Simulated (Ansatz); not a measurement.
# TiGe2W4: the cost of one run

Method: DFT PBE, scalar-relativistic, plane waves, PAW, unless a step names another level, in Ansatz 0.2.0.

7 further runs of the same task are left out: 7 set aside as unsound or not needed.

### 1 The formula and the candidates

Pauling electronegativities: Ti 1.54, Ge 2.01, W 2.36 (spread 0.82). No set of common oxidation states balances it. Tabulated atomic sizes suggest about 17 Å³/atom. 19 candidates were drawn, by swapping species into database cells of other compounds, at random by space group and Wyckoff sites, or by hand, as the table says:

| name | made from | space group no. | Wyckoff sites | atoms (primitive cell) | V (Å³/atom) |
| --- | --- | --- | --- | --- | --- |
| c01 | random | 123 | Ti 1c; Ge 2g; W 4k | 7 | 19.6 |
| c02 | random | 191 | Ti 1b; Ge 2d; W 2c, 2e | 7 | 20.4 |
| c03 | random | 191 | Ti 1b; Ge 2e; W 2d, 2c | 7 | 21.1 |
| c04 | random | 123 | Ti 1a; Ge 1c, 1b; W 2h, 2e | 7 | 18.8 |
| c05 | random | 216 | Ti 4c; Ge 4b, 4a; W 16e | 7 | 19.3 |
| c06 | random | 191 | Ti 1b; Ge 2c; W 4h | 7 | 19.8 |
| c07 | random | 187 | Ti 1a; Ge 2h; W 3k, 1b | 7 | 21.1 |
| c08 | database cell of Pr2ZnAs4 | 115 | Ti 1b; Ge 2g; W 2g, 1c, 1d | 7 | 17.0 |
| c09 | database cell of Ga2NiS4 | 164 | Ti 1b; Ge 2d; W 2d, 2d | 7 | 17.8 |
| c10 | built by hand: ZrFe4Si2 | 136 | Ti 2a; Ge 4g; W 8i | 14 | 16.6 |
| c11 | random | 216 | Ti 4b; Ge 4d, 4c; W 16e | 7 | 19.9 |
| c12 | random | 123 | Ti 1c; Ge 2h; W 4j | 7 | 17.5 |
| c13 | random | 123 | Ti 1a; Ge 1d, 1c; W 4n | 7 | 16.9 |
| c14 | database cell of BaP4Pd2 | 139 | Ti 2a; Ge 4d; W 8j | 7 | 16.6 |
| c15 | random | 216 | Ti 4b; Ge 4a, 4d; W 16e | 7 | 16.7 |
| c16 | random | 191 | Ti 1a; Ge 2e; W 2d, 2c | 7 | 20.0 |
| c17 | random | 191 | Ti 1b; Ge 2c; W 3g, 1a | 7 | 17.9 |
| c18 | database cell of Ca2SnS4 | 65 | Ti 2a; Ge 4f; W 4i, 4h | 7 | 18.2 |
| c19 | built by hand: V4SiSb2 | 140 | Ti 4a; Ge 8h; W 16k | 14 | 16.6 |

### 2 Screening run of c07

File input.yaml:

```yaml
crystal:
  lattice:
    - [6.03410879, 0.0, 0.0]
    - [-3.0170544, 5.2256915, 0.0]
    - [0.0, 0.0, 4.68903613]
  atoms:
    - { symbol: Ti, position: [0.33333333, 0.66666667, 0.0] }
    - { symbol: Ge, position: [0.66666667, 0.33333333, 0.68265382] }
    - { symbol: Ge, position: [0.66666667, 0.33333333, 0.31734618] }
    - { symbol: W, position: [0.80649625, 0.19350375, 0.5] }
    - { symbol: W, position: [0.80649625, 0.6129925, 0.5] }
    - { symbol: W, position: [0.3870075, 0.19350375, 0.5] }
    - { symbol: W, position: [0.33333333, 0.66666667, 0.5] }
basis:
  ecutwfc: 420
kpoints:
  mp_grid: { grid: [3, 3, 4] }
hamiltonian:
  xc: pbe
scf:
  occupations: { method: gaussian, width: 0.2 }
  lower_state_search: "off"
output:
  forces: true
  stress: true
  eigenvalues: true
relax:
  adjacent_minimum: "off"
  f_tol: 0.08
  max_steps: 16
  cell: { stress_tol: 0.8 }
```

Command:

```console
> ansatz run input.yaml --threads 1 --pin off --max-ram 2560MiB --backend cpu --events-out ev --progress --plain --runs-dir out
```

What time and memory should one allow on 1 thread of Intel Xeon 6975P-C (Granite Rapids), shared host?

About 54 s, with a peak of 0.47 GiB.
